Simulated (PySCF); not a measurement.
# GeCl₂: singlet, from a bent start

The task is one start of a wider search on GeCl₂: the singlet, from a bent start. It is relaxed, tested by its Hessian and followed downhill if it is a saddle.

The runs use PySCF 2.14.0; PBE0, basis Ge def2-TZVP, Cl def2-TZVP, no relativity, density fitting.

### Step 1. The system as given

3 atoms, charge 0, spin multiplicity 1.

Bond lengths: Ge1–Cl2 2.200 Å, Ge1–Cl3 2.200 Å. Angles: Cl2–Ge1–Cl3 110.0°.

```xyz
3
charge 0 multiplicity 1
Ge    0.0000    0.0000    0.0000
Cl    1.8021    0.0000    1.2619
Cl   -1.8021    0.0000    1.2619
```

### Step 2. First SCF at the start

One driver script runs all steps and calls PySCF; scf.py shows how it sets up the SCF of each step. The optimiser is the driver's own. After this first run the driver tries any further starts and a stability analysis.

The input, scf.py:

```python
from pyscf import gto, scf, dft
mol = gto.M(atom='''
Ge     0.000000     0.000000     0.000000
Cl     1.802100     0.000000     1.261900
Cl    -1.802100     0.000000     1.261900''',
    basis={'Ge': 'def2-TZVP', 'Cl': 'def2-TZVP'},
    charge=0, spin=0)
mf = dft.RKS(mol, xc='PBE0')
mf.grids.atom_grid = (50, 194)
aux = {'Ge': 'def2-universal-JKFIT', 'Cl': 'def2-universal-JKFIT'}
mf = mf.density_fit(auxbasis=aux)
mf.conv_tol = 1e-08
mf.diis_space = 10
mf.max_cycle = 60
mf.init_guess = 'minao'
mf.verbose = 4
mf.kernel()
```

On the command line:

```console
OMP_NUM_THREADS=4 python axn.py task.json out
```

After this run come: Relaxing the singlet from the bent start; Vibrations and properties at this point.

Before running it: what results should come out? Wanted: minimum; geometry; wavenumbers; dipole moment; highest occupied, lowest empty level; polar-tensor charge of Ge1; zero-point energy; atomisation energy.

**Answer**, as computed:

```
                                 quantity                                value
                                  minimum                         singlet, C2v
                                 geometry  Ge–Cl 2.182 Å (×2); Cl–Ge–Cl 100.1°
                       wavenumbers (cm⁻¹)         158 (a1), 388 (b2), 409 (a1)
                            dipole moment                               1.99 D
     highest occupied, lowest empty level                      -8.11, -3.08 eV
               polar-tensor charge of Ge1                              +1.15 e
                        zero-point energy                           5.7 kJ/mol
                      entropy at 298.15 K                      295.3 J/(mol K)
atomisation energy (no zero-point energy)                           803 kJ/mol
```

In words: The bent start keeps its C2v symmetry and ends in a minimum. In the infrared the band at 388 cm⁻¹ (b2, stretch) leads. Other starts or spin states, not run here, may lie lower.
